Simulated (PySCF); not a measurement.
# C₉H₆S: excited states, first hyperpolarisability

What do calculations give for the excited states, first hyperpolarisability of C₉H₆S (`C#Cc1ccc(C=S)cc1`)?

Computed with PySCF 2.14.0 and routines of our own; the level stands in each step. Atoms count from 0.

### Step 1. The starting structure

16 atoms, charge 0, multiplicity 1; geometry from: GFN2-xTB.

### Step 2. Optimising the geometry at PBE0-D3(BJ)/def2-SVP

What the job is given:

```
{"job": {"xc": "PBE0", "basis": "def2-SVP", "d3": "d3bj", "grid": 2, "kind": "geom"}, "charge": 0, "multiplicity": 1}
C      3.855892    -0.260645    -0.395285
C      2.664664    -0.174484    -0.265784
C      1.262974    -0.080840    -0.117409
C      0.470645     0.372733    -1.177619
C     -0.893272     0.458380    -1.031145
C     -1.509117     0.092436     0.174570
C     -2.930635     0.176798     0.343427
S     -3.992029     0.673654    -0.789084
C     -0.706461    -0.361989     1.231810
C      0.659277    -0.447293     1.089772
H      4.896134    -0.338534    -0.508942
H      0.942632     0.653092    -2.107653
H     -1.513482     0.809588    -1.842237
H     -3.318956    -0.119709     1.314970
H     -1.172065    -0.648056     2.164155
H      1.276203    -0.796186     1.905043
```

Run with:

```bash
$ OMP_NUM_THREADS=1 python excited_run.py task.json out
```

One launch serves the whole session: the jobs run in the order shown.

What it wrote:

```text
step   0  E = -743.76378426  max force = 0.020903
step   1  E = -743.76634230  max force = 0.003638
step   2  E = -743.76611556  max force = 0.004634
step   3  E = -743.76635651  max force = 0.001785
step   4  E = -743.76638743  max force = 0.000407
step   5  E = -743.76638848  max force = 0.000383
optimisation converged
```

Run time: 77 s. Hardware: 1 thread of Arm Neoverse V2, shared host; peak memory 0.87 GiB.

Along the way: (the energy doesn't fall at every step)

```tsv
step	energy from step 0 (eV)	largest force component (eV/Å)
0	0.0000	1.0749
1	-0.0696	0.1871
2	-0.0634	0.2383
3	-0.0700	0.0918
4	-0.0708	0.0209
5	-0.0709	0.0197
```

Distances of close pairs at the start and the end, largest changes first:

```tsv
bond	before (Å)	after (Å)	change (Å)
C0–H10	1.049	1.075	+0.025
C5–C6	1.434	1.458	+0.024
C6–H13	1.087	1.103	+0.015
C1–C2	1.413	1.426	+0.014
C4–H12	1.080	1.093	+0.013
C8–H14	1.081	1.093	+0.013
C0–C1	1.201	1.213	+0.012
C3–H11	1.080	1.091	+0.011
```

The next job starts from the end point, and lists it.

```tsv
at the end point	value
point group (found at 0.08 Å tolerance)	Cs
rotational constants (GHz, main isotopes)	4.625, 0.521, 0.469
dipole moment (D)	2.81
```

### Step 3. Excited states: TDA CAM-B3LYP/aug-cc-pVDZ

What the job is given:

```
{"job": {"kind": "states", "xc": "CAM-B3LYP", "basis": "aug-cc-pVDZ", "tda": true, "soc": true, "nstates": 6, "ntriplets": 5, "nquad": 4}, "charge": 0, "multiplicity": 1}
C      3.969928    -0.344126    -0.312141
C      2.765760    -0.263447    -0.185764
C      1.350040    -0.168860    -0.041667
C      0.553249     0.289067    -1.111255
C     -0.819502     0.379367    -0.973151
C     -1.443488     0.016906     0.234196
C     -2.887925     0.099087     0.410969
S     -3.989049     0.590237    -0.679148
C     -0.646544    -0.438072     1.298840
C      0.730820    -0.531297     1.167127
H      5.036196    -0.416517    -0.423797
H      1.035127     0.570879    -2.049102
H     -1.450117     0.732077    -1.793186
H     -3.228328    -0.217312     1.410826
H     -1.123047    -0.721467     2.241268
H      1.345183    -0.885598     1.996510
```

Level: TDA CAM-B3LYP/aug-cc-pVDZ excited states, vertical, gas phase, spin-orbit mean-field couplings.

What it wrote:

```text
coarse grid: 15120 points
cycle   1  E = -744.4248889902  dE =  2.010e+00  |g| = 4.123e-01  |ddm| = 7.910e+01
cycle   2  E = -744.4115395752  dE =  1.335e-02  |g| = 5.239e-01  |ddm| = 8.197e+00
cycle   3  E = -744.4854793262  dE = -7.394e-02  |g| = 8.007e-02  |ddm| = 3.374e+00
cycle   4  E = -744.4870949130  dE = -1.616e-03  |g| = 3.988e-02  |ddm| = 1.055e+00
cycle   5  E = -744.4875289711  dE = -4.341e-04  |g| = 1.190e-02  |ddm| = 4.754e-01
cycle   6  E = -744.4875702657  dE = -4.129e-05  |g| = 2.534e-03  |ddm| = 1.176e-01
cycle   7  E = -744.4875744995  dE = -4.234e-06  |g| = 1.177e-03  |ddm| = 5.044e-02
final grid: 144856 points
cycle   8  E = -744.5183183055  dE = -1.921e-05  |g| = 3.194e-03  |ddm| = 8.684e-01
cycle   9  E = -744.5183181125  dE =  1.931e-07  |g| = 3.544e-03  |ddm| = 1.185e-01
cycle  10  E = -744.5183214548  dE = -3.342e-06  |g| = 6.431e-04  |ddm| = 3.627e-02
cycle  11  E = -744.5183215764  dE = -1.216e-07  |g| = 2.342e-04  |ddm| = 5.676e-03
cycle  12  E = -744.5183215953  dE = -1.889e-08  |g| = 1.046e-04  |ddm| = 3.835e-03
cycle  13  E = -744.5183215995  dE = -4.265e-09  |g| = 3.724e-05  |ddm| = 1.593e-03
cycle  14  E = -744.5183216001  dE = -5.823e-10  |g| = 2.311e-05  |ddm| = 4.845e-04
converged SCF energy = -744.5183216001

Singlet excitations
state   eV       nm        f     d(h-e)  d(exc)  Lambda  PR(NTO)  |dmu|/D   mu/D   main configurations
  1   2.2043   562.5   0.00001   1.280   3.019   0.435   1.002    3.277    0.918   H->L 0.92
  2   4.1804   296.6   0.91198   1.390   4.053   0.732   1.143    4.020    6.851   H-1->L 0.92
  3   4.5070   275.1   0.02945   1.028   3.526   0.510   1.503    2.895    5.740   H-2->L 0.78, H-1->L+1 0.17
  4   5.0558   245.2   0.00000   2.552   4.258   0.255   1.018    8.497   11.189   H-3->L 0.77, H-3->L+4 0.16
  5   5.6669   218.8   0.00014   3.651   4.642   0.182   1.013                     H->L+1 0.91
  6   5.6769   218.4   0.01322   0.951   3.642   0.665   2.384                     H-4->L 0.51, H-1->L+1 0.20

Triplet excitations (Tamm-Dancoff)
state   eV     d(h-e)  d(exc)  Lambda  PR(NTO)   main configurations
  1   1.7409   1.220   2.940   0.432   1.003   H->L 0.90
  2   2.3409   0.232   3.426   0.747   1.132   H-1->L 0.81, H-4->L 0.11
  3   3.6825   0.299   3.026   0.751   1.880   H-4->L 0.45, H-1->L+4 0.24, H-5->L 0.12
  4   3.7947   0.924   3.378   0.477   1.044   H-2->L 0.92
  5   4.5563   0.267   2.731   0.792   1.213   H-2->L+1 0.81
S1 - T1 = 0.4634 eV

Spin-orbit couplings |<S|Hso|T>| (cm-1)
             T1       T2       T3       T4       T5
S0      154.900    0.124    0.232    0.069    0.032
S1        0.287  107.550   71.897    3.062    2.237
S2       83.951    0.037    0.062    0.078    0.004
S3        3.248    0.066    0.037    0.005    0.047
S4        1.783    3.508    5.457    0.921    2.581
S5        7.223    5.715   18.320    7.897    1.873
S6       64.172    0.328    0.930    0.399    0.111
T1 sublevels (cm-1): 0.000 0.001 3.983   radiative rates (1/s): 0.000216 0.388 7.81e+03
```

Run time: 76 s. Hardware: 1 thread of Arm Neoverse V2, shared host; peak memory 1.2 GiB.

In short:

```tsv
quantity	value
S1 less T1	0.46 eV
```

### Step 4. Excited states: TDDFT CAM-B3LYP/aug-cc-pVDZ

Settings changed since step 3:

```diff
@@ -1,2 +1,2 @@
-{"job": {"kind": "states", "xc": "CAM-B3LYP", "basis": "aug-cc-pVDZ", "tda": true, "soc": true, "nstates": 6, "ntriplets": 5, "nquad": 4}, "charge": 0, "multiplicity": 1}
+{"job": {"kind": "states", "xc": "CAM-B3LYP", "basis": "aug-cc-pVDZ", "tpa": true, "nstates": 8, "nquad": 6, "ntriplets": 0}, "charge": 0, "multiplicity": 1}
 C      3.969928    -0.344126    -0.312141
```

Level: TDDFT CAM-B3LYP/aug-cc-pVDZ excited states, vertical, gas phase, two-photon moments by quadratic response.

What it wrote:

```text
coarse grid: 15120 points
cycle   1  E = -744.4248889902  dE =  2.010e+00  |g| = 4.123e-01  |ddm| = 7.910e+01
cycle   2  E = -744.4115395752  dE =  1.335e-02  |g| = 5.239e-01  |ddm| = 8.197e+00
cycle   3  E = -744.4854793262  dE = -7.394e-02  |g| = 8.007e-02  |ddm| = 3.374e+00
cycle   4  E = -744.4870949130  dE = -1.616e-03  |g| = 3.988e-02  |ddm| = 1.055e+00
cycle   5  E = -744.4875289711  dE = -4.341e-04  |g| = 1.190e-02  |ddm| = 4.754e-01
cycle   6  E = -744.4875702657  dE = -4.129e-05  |g| = 2.534e-03  |ddm| = 1.176e-01
cycle   7  E = -744.4875744995  dE = -4.234e-06  |g| = 1.177e-03  |ddm| = 5.044e-02
final grid: 144856 points
cycle   8  E = -744.5183183055  dE = -1.921e-05  |g| = 3.194e-03  |ddm| = 8.684e-01
cycle   9  E = -744.5183181125  dE =  1.931e-07  |g| = 3.544e-03  |ddm| = 1.185e-01
cycle  10  E = -744.5183214548  dE = -3.342e-06  |g| = 6.431e-04  |ddm| = 3.627e-02
cycle  11  E = -744.5183215764  dE = -1.216e-07  |g| = 2.342e-04  |ddm| = 5.676e-03
cycle  12  E = -744.5183215953  dE = -1.889e-08  |g| = 1.046e-04  |ddm| = 3.835e-03
cycle  13  E = -744.5183215995  dE = -4.265e-09  |g| = 3.724e-05  |ddm| = 1.593e-03
cycle  14  E = -744.5183216001  dE = -5.823e-10  |g| = 2.311e-05  |ddm| = 4.845e-04
converged SCF energy = -744.5183216001

Singlet excitations
state   eV       nm        f     d(h-e)  d(exc)  Lambda  PR(NTO)  |dmu|/D   mu/D   delta(TPA)   sigma/GM   main configurations
  1   2.1726   570.7   0.00001   1.286   3.033   0.436   1.004    3.345    0.945        0.32      0.001   H->L 0.92
  2   3.9454   314.3   0.66615   1.255   3.957   0.726   1.194    3.651    6.481     1788.53     10.199   H-1->L 0.94
  3   4.4293   279.9   0.02797   1.005   3.493   0.507   1.480    3.132    5.978       63.26      0.455   H-2->L 0.83, H-1->L+1 0.12
  4   5.0395   246.0   0.00000   2.556   4.263   0.255   1.015    8.454   11.146        0.18      0.002   H-3->L 0.77, H-3->L+4 0.16
  5   5.4872   226.0   0.02080   0.920   3.591   0.681   2.319    2.812    5.633     1366.95     15.078   H-4->L 0.56, H-1->L+1 0.23
  6   5.6640   218.9   0.00009   3.669   4.650   0.181   1.009    8.864    6.209        1.19      0.014   H->L+1 0.91
  7   5.7511   215.6   0.15986   0.768   3.837   0.628   2.284                                            H-1->L+1 0.54, H-4->L 0.20, H-2->L 0.11
  8   5.8727   211.1   0.00032   3.742   4.839   0.286   1.033                                            H->L+4 0.79
```

Wall time 90 s (1 thread of Arm Neoverse V2, shared host); peak memory 1.3 GiB.

### Step 5. First hyperpolarisability: quadratic response CAM-B3LYP/aug-cc-pVDZ

Settings changed since step 4:

```diff
@@ -1,2 +1,2 @@
-{"job": {"kind": "states", "xc": "CAM-B3LYP", "basis": "aug-cc-pVDZ", "tpa": true, "nstates": 8, "nquad": 6, "ntriplets": 0}, "charge": 0, "multiplicity": 1}
+{"job": {"kind": "beta", "xc": "CAM-B3LYP", "basis": "aug-cc-pVDZ"}, "charge": 0, "multiplicity": 1}
 C      3.969928    -0.344126    -0.312141
```

With the program's defaults for keys left out, this is: quadratic response CAM-B3LYP/aug-cc-pVDZ first hyperpolarisability, Taylor convention, gas phase.

What it wrote:

```text
coarse grid: 15120 points
cycle   1  E = -744.4248889902  dE =  2.010e+00  |g| = 4.123e-01  |ddm| = 7.910e+01
cycle   2  E = -744.4115395752  dE =  1.335e-02  |g| = 5.239e-01  |ddm| = 8.197e+00
cycle   3  E = -744.4854793262  dE = -7.394e-02  |g| = 8.007e-02  |ddm| = 3.374e+00
cycle   4  E = -744.4870949130  dE = -1.616e-03  |g| = 3.988e-02  |ddm| = 1.055e+00
cycle   5  E = -744.4875289711  dE = -4.341e-04  |g| = 1.190e-02  |ddm| = 4.754e-01
cycle   6  E = -744.4875702657  dE = -4.129e-05  |g| = 2.534e-03  |ddm| = 1.176e-01
cycle   7  E = -744.4875744995  dE = -4.234e-06  |g| = 1.177e-03  |ddm| = 5.044e-02
final grid: 144856 points
cycle   8  E = -744.5183183055  dE = -1.921e-05  |g| = 3.194e-03  |ddm| = 8.684e-01
cycle   9  E = -744.5183181125  dE =  1.931e-07  |g| = 3.544e-03  |ddm| = 1.185e-01
cycle  10  E = -744.5183214548  dE = -3.342e-06  |g| = 6.431e-04  |ddm| = 3.627e-02
cycle  11  E = -744.5183215764  dE = -1.216e-07  |g| = 2.342e-04  |ddm| = 5.676e-03
cycle  12  E = -744.5183215953  dE = -1.889e-08  |g| = 1.046e-04  |ddm| = 3.835e-03
cycle  13  E = -744.5183215995  dE = -4.265e-09  |g| = 3.724e-05  |ddm| = 1.593e-03
cycle  14  E = -744.5183216001  dE = -5.823e-10  |g| = 2.311e-05  |ddm| = 4.845e-04
converged SCF energy = -744.5183216001

Lowest singlets (eV, f): 2.1726 0.0000  3.9454 0.6662  4.4293 0.0280

First hyperpolarisability (au)
process     nm      |vector|   parallel      HRS      DR
static         -     2027.19    1120.73     841.17   4.964
shg       1907.0     2396.93    1325.79     993.65   4.976
eope      1907.0     2140.26    1183.44          -       -
eope      1064.0     2426.59    1342.24          -       -
```

Run time: 65 s. Hardware: 1 thread of Arm Neoverse V2, shared host; peak memory 1.2 GiB.

Warnings kept with the result: second harmonic within 0.3 eV of the first excitation or beyond it: left out.

### Step 6. Outcome

```
                                                   quantity                               value
                                                point group                                  Cs
                       rotational constants (main isotopes)                4.62, 0.52, 0.47 GHz
             S1 less T1 (step 3, TDA CAM-B3LYP/aug-cc-pVDZ)                             0.46 eV
β vector (step 5, quadratic response CAM-B3LYP/aug-cc-pVDZ)  static 2027, SHG 1907.0 nm 2397 au
```

What this shows: Over 5 steps the energy fell by 0.071 eV; of the close pairs, C0–H10 changed most, 1.049 to 1.075 Å. No frequency check was run at this level, so the end point may be a saddle. In step 3, the number of triplets below S1 is 1, and the largest singlet-triplet spin-orbit coupling is S0–T1, 154.90 cm⁻¹. β grows from 2027 au (static) to 2397 au for doubling at 1907.0 nm: normal dispersion, which grows as twice the photon energy moves toward the bright states.
